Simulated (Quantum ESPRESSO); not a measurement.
# Sb in Quantum ESPRESSO: a series of runs, part 2 of 3

Quantum ESPRESSO 7.5. Earlier steps stand in the parts before.

**3. Work function, PBE**

Input file pw.in:

```
&CONTROL
  calculation = 'scf'
  prefix = 'pwscf'
  outdir = './tmp'
  pseudo_dir = './pseudo'
  tprnfor = .true.
  disk_io = 'low'
/
&SYSTEM
  ibrav = 0
  celldm(1) = 8
  nat = 2
  ntyp = 1
  ecutwfc = 64
  nbnd = 22
  occupations = 'smearing'
  smearing = 'fd'
  degauss = 0.00367493
/
&ELECTRONS
  conv_thr = 2d-09
  electron_maxstep = 150
  mixing_beta = 0.3
  mixing_mode = 'local-TF'
/
ATOMIC_SPECIES
Sb   121.7600 Sb.upf
CELL_PARAMETERS alat
  0.7401443069169   0.0000000000000   0.0000000000000
  0.0000000000000   0.7401443069169   0.0000000000000
  0.0000000000000   0.0000000000000   7.4077264085330
ATOMIC_POSITIONS crystal
Sb     0.0000000000    0.0000000000    0.2420100000
Sb     0.0000000000    0.0000000000    0.3319700000
K_POINTS automatic
9 9 1 0 0 0
```

Input file pp_density.in:

```
&INPUTPP
  prefix = 'pwscf'
  outdir = './tmp'
  filplot = 'density.dat'
  plot_num = 0
/
&PLOT
  nfile = 1
  filepp(1) = 'density.dat'
  iflag = 3
  output_format = 6
  fileout = 'density.cube'
/
```

Input file pp_potential.in:

```
&INPUTPP
  prefix = 'pwscf'
  outdir = './tmp'
  filplot = 'potential.dat'
  plot_num = 11
/
&PLOT
  nfile = 1
  filepp(1) = 'potential.dat'
  iflag = 3
  output_format = 6
  fileout = 'potential.cube'
/
```

Input file pp_elf.in:

```
&INPUTPP
  prefix = 'pwscf'
  outdir = './tmp'
  filplot = 'elf.dat'
  plot_num = 8
/
&PLOT
  nfile = 1
  filepp(1) = 'elf.dat'
  iflag = 3
  output_format = 6
  fileout = 'elf.cube'
/
```

Potentials or basis: PseudoDojo 0.4.1 SR PBE standard.

On the command line:

```console
> OMP_NUM_THREADS=1 mpirun -n 2 pw.x -nk 2 -in pw.in > pw.out
> OMP_NUM_THREADS=1 mpirun -n 1 pp.x -in pp_density.in > pp_density.out
> OMP_NUM_THREADS=1 mpirun -n 1 pp.x -in pp_potential.in > pp_potential.out
> OMP_NUM_THREADS=1 mpirun -n 1 pp.x -in pp_elf.in > pp_elf.out
```

pw.out:

```text
This program is part of the open-source Quantum ESPRESSO suite
     for quantum simulation of materials; please cite
[... 6 lines left out ...]
     using ibrav=0 with symmetry is DISCOURAGED, use correct ibrav instead

     K-points division:     npool     =       2
     Subspace diagonalization in iterative solution of the eigenvalue problem:
     a serial algorithm will be used

     G-vector sticks info
     --------------------
     sticks:   dense  smooth     PW     G-vecs:    dense   smooth      PW
     Sum         717     717    213               143729   143729   22879

     Using Slab Decomposition

     bravais-lattice index     =            0
     lattice parameter (alat)  =       8.0000  a.u.
     unit-cell volume          =    2077.7233 (a.u.)^3
     number of atoms/cell      =            2
     number of atomic types    =            1
     number of electrons       =        30.00
     number of Kohn-Sham states=           22
     kinetic-energy cutoff     =      64.0000  Ry
     charge density cutoff     =     256.0000  Ry
     scf convergence threshold =      2.0E-09
     mixing beta               =       0.3000
     number of iterations used =            8  local-TF  mixing
     Exchange-correlation= PBE
                           (   1   4   3   4   0   0   0)

     celldm(1)=   8.000000  celldm(2)=   0.000000  celldm(3)=   0.000000
     celldm(4)=   0.000000  celldm(5)=   0.000000  celldm(6)=   0.000000

     crystal axes: (cart. coord. in units of alat)
               a(1) = (   0.740144   0.000000   0.000000 )
               a(2) = (   0.000000   0.740144   0.000000 )
               a(3) = (   0.000000   0.000000   7.407726 )

     reciprocal axes: (cart. coord. in units 2 pi/alat)
               b(1) = (  1.351088  0.000000  0.000000 )
               b(2) = (  0.000000  1.351088  0.000000 )
               b(3) = (  0.000000  0.000000  0.134994 )

     PseudoPot. # 1 for Sb read from file:
     Sb.upf
     Pseudo is Norm-conserving + core correction, Zval = 15.0
     Generated using ONCVPSP code by D. R. Hamann
     Using radial grid of 1434 points,  6 beta functions with:
                l(1) =   0
                l(2) =   0
                l(3) =   1
                l(4) =   1
                l(5) =   2
                l(6) =   2

     atomic species   valence    mass     pseudopotential
     Sb               15.00   121.76000     Sb( 1.00)

      8 Sym. Ops. (no inversion) found

   Cartesian axes

     site n.     atom                  positions (alat units)
         1        Sb     tau(   1) = (   0.0000000   0.0000000   1.7927439  )
         2        Sb     tau(   2) = (   0.0000000   0.0000000   2.4591429  )

     number of k points=    15  Fermi-Dirac smearing, width (Ry)=  0.0037
                       cart. coord. in units 2pi/alat
        k(    1) = (   0.0000000   0.0000000   0.0000000), wk =   0.0246914
        k(    2) = (   0.0000000   0.1501209   0.0000000), wk =   0.0987654
        k(    3) = (   0.0000000   0.3002418   0.0000000), wk =   0.0987654
        k(    4) = (   0.0000000   0.4503626   0.0000000), wk =   0.0987654
        k(    5) = (   0.0000000   0.6004835   0.0000000), wk =   0.0987654
        k(    6) = (   0.1501209   0.1501209   0.0000000), wk =   0.0987654
        k(    7) = (   0.1501209   0.3002418   0.0000000), wk =   0.1975309
        k(    8) = (   0.1501209   0.4503626   0.0000000), wk =   0.1975309
        k(    9) = (   0.1501209   0.6004835   0.0000000), wk =   0.1975309
        k(   10) = (   0.3002418   0.3002418   0.0000000), wk =   0.0987654
        k(   11) = (   0.3002418   0.4503626   0.0000000), wk =   0.1975309
        k(   12) = (   0.3002418   0.6004835   0.0000000), wk =   0.1975309
        k(   13) = (   0.4503626   0.4503626   0.0000000), wk =   0.0987654
        k(   14) = (   0.4503626   0.6004835   0.0000000), wk =   0.1975309
        k(   15) = (   0.6004835   0.6004835   0.0000000), wk =   0.0987654

     Dense  grid:   143729 G-vectors     FFT dimensions: (  32,  32, 320)

     Initial potential from superposition of free atoms

     starting charge      29.9989, renormalised to      30.0000

     negative rho (up, down):  1.248E-04 0.000E+00
     Starting wfcs are   18 randomized atomic wfcs +    4 random wfcs

     Self-consistent Calculation

     iteration #  1     ecut=    64.00 Ry     beta= 0.30
     Davidson diagonalization with overlap
     ethr =  1.00E-02,  avg # of iterations =  8.8

     Threshold (ethr) on eigenvalues was too large:
     Diagonalizing with lowered threshold

     Davidson diagonalization with overlap
     ethr =  5.27E-05,  avg # of iterations = 10.2

     negative rho (up, down):  1.063E-04 0.000E+00

     total energy              =    -363.77178646 Ry
     estimated scf accuracy    <       0.01583233 Ry

     iteration #  2     ecut=    64.00 Ry     beta= 0.30
     Davidson diagonalization with overlap
     ethr =  5.28E-05,  avg # of iterations =  1.7
[... 125 lines left out ...]
     total energy              =    -363.76941693 Ry
     estimated scf accuracy    <          2.2E-09 Ry

     iteration # 17     ecut=    64.00 Ry     beta= 0.30
     Davidson diagonalization with overlap
     ethr =  7.28E-12,  avg # of iterations =  2.7

     End of self-consistent calculation

          k = 0.0000 0.0000 0.0000 ( 18047 PWs)   bands (ev):

   -30.2461 -30.2335 -30.2257 -30.1104 -30.1104 -30.0764 -30.0700 -30.0497
   -30.0477 -30.0477 -13.2341 -11.2455  -5.1460  -0.9143   2.1963   2.1963
     2.2355   2.6821   2.7632   3.2611   3.4541   3.7945

          k = 0.0000 0.1501 0.0000 ( 18019 PWs)   bands (ev):

   -30.2428 -30.2192 -30.2128 -30.1159 -30.1098 -30.0806 -30.0746 -30.0522
   -30.0470 -30.0433 -13.0626 -11.0711  -4.9815  -0.7376   0.3974   2.0657
     2.3625   2.4190   2.8729   2.9517   3.4505   3.6411
[... 73 lines left out ...]
          k = 0.6005 0.6005 0.0000 ( 17884 PWs)   bands (ev):

   -30.1721 -30.1643 -30.1541 -30.1515 -30.1507 -30.0847 -30.0844 -30.0123
   -30.0054 -29.9647  -8.8642  -6.5505  -4.2779  -4.1970  -2.7671  -2.5915
    -1.3282   1.7759   3.4953   3.6352   4.8566   5.1325

     the Fermi energy is    -0.9492 ev

!    total energy              =    -363.76941697 Ry
     estimated scf accuracy    <          3.3E-10 Ry
     smearing contrib. (-TS)   =      -0.00091714 Ry
     internal energy E=F+TS    =    -363.76849982 Ry

     The total energy is F=E-TS. E is the sum of the following terms:
     one-electron contribution =   -2365.43592184 Ry
     hartree contribution      =    1186.06148723 Ry
     xc contribution           =     -90.92060572 Ry
     ewald contribution        =     906.52654051 Ry

     convergence has been achieved in  17 iterations

     Forces acting on atoms (cartesian axes, Ry/au):

     atom    1 type  1   force =     0.00000000    0.00000000   -0.00219808
     atom    2 type  1   force =     0.00000000    0.00000000    0.00219808

     Total force =     0.003109     Total SCF correction =     0.000049

=------------------------------------------------------------------------------=
   JOB DONE.
=------------------------------------------------------------------------------=
```

pp_density.out:

```text
This program is part of the open-source Quantum ESPRESSO suite
     for quantum simulation of materials; please cite
         "P. Giannozzi et al., J. Phys.:Condens. Matter 21 395502 (2009);
         "P. Giannozzi et al., J. Phys.:Condens. Matter 29 465901 (2017);
         "P. Giannozzi et al., J. Chem. Phys. 152 154105 (2020);
     in publications or presentations arising from this work. More details at

     IMPORTANT: XC functional enforced from input :
     Exchange-correlation= PBE
                           (   1   4   3   4   0   0   0)
     Any further DFT definition will be discarded
     Please, verify this is what you really want

     G-vector sticks info
     --------------------
     sticks:   dense  smooth     PW     G-vecs:    dense   smooth      PW
     Sum         717     717    213               143729   143729   22879

     Using Slab Decomposition

     Calling punch_plot, plot_num =   0
     Writing data to file  density.dat
     Reading data from file  density.dat

     Writing data to be plotted to file density.cube
     Plot Type: 3D                     Output format: Gaussian cube

=------------------------------------------------------------------------------=
   JOB DONE.
=------------------------------------------------------------------------------=
```

pp_potential.out:

```text
This program is part of the open-source Quantum ESPRESSO suite
     for quantum simulation of materials; please cite
         "P. Giannozzi et al., J. Phys.:Condens. Matter 21 395502 (2009);
         "P. Giannozzi et al., J. Phys.:Condens. Matter 29 465901 (2017);
         "P. Giannozzi et al., J. Chem. Phys. 152 154105 (2020);
     in publications or presentations arising from this work. More details at

     IMPORTANT: XC functional enforced from input :
     Exchange-correlation= PBE
                           (   1   4   3   4   0   0   0)
     Any further DFT definition will be discarded
     Please, verify this is what you really want

     G-vector sticks info
     --------------------
     sticks:   dense  smooth     PW     G-vecs:    dense   smooth      PW
     Sum         717     717    213               143729   143729   22879

     Using Slab Decomposition

     Calling punch_plot, plot_num =  11
     Writing data to file  potential.dat
     Reading data from file  potential.dat

     Writing data to be plotted to file potential.cube
     Plot Type: 3D                     Output format: Gaussian cube

=------------------------------------------------------------------------------=
   JOB DONE.
=------------------------------------------------------------------------------=
```

Wall time 1.8 min (2 MPI ranks of Arm Neoverse V1, shared host); peak memory 0.54 GiB.

The run converged, but some of its settings lie outside the range that counts as converged, so its numbers aren't taken as properties of the sheet.

Results:

| Quantity | Value |
| --- | --- |
| Free energy | -4949.3351 eV |
| Largest force | 0.057 eV/Å |
| Band gap on the k mesh | none (metal or under the smearing width) |
| Work function of the upper face | 3.71 eV |
| Work function of the lower face | 3.71 eV |

(Part 2 of 3 ends here.)
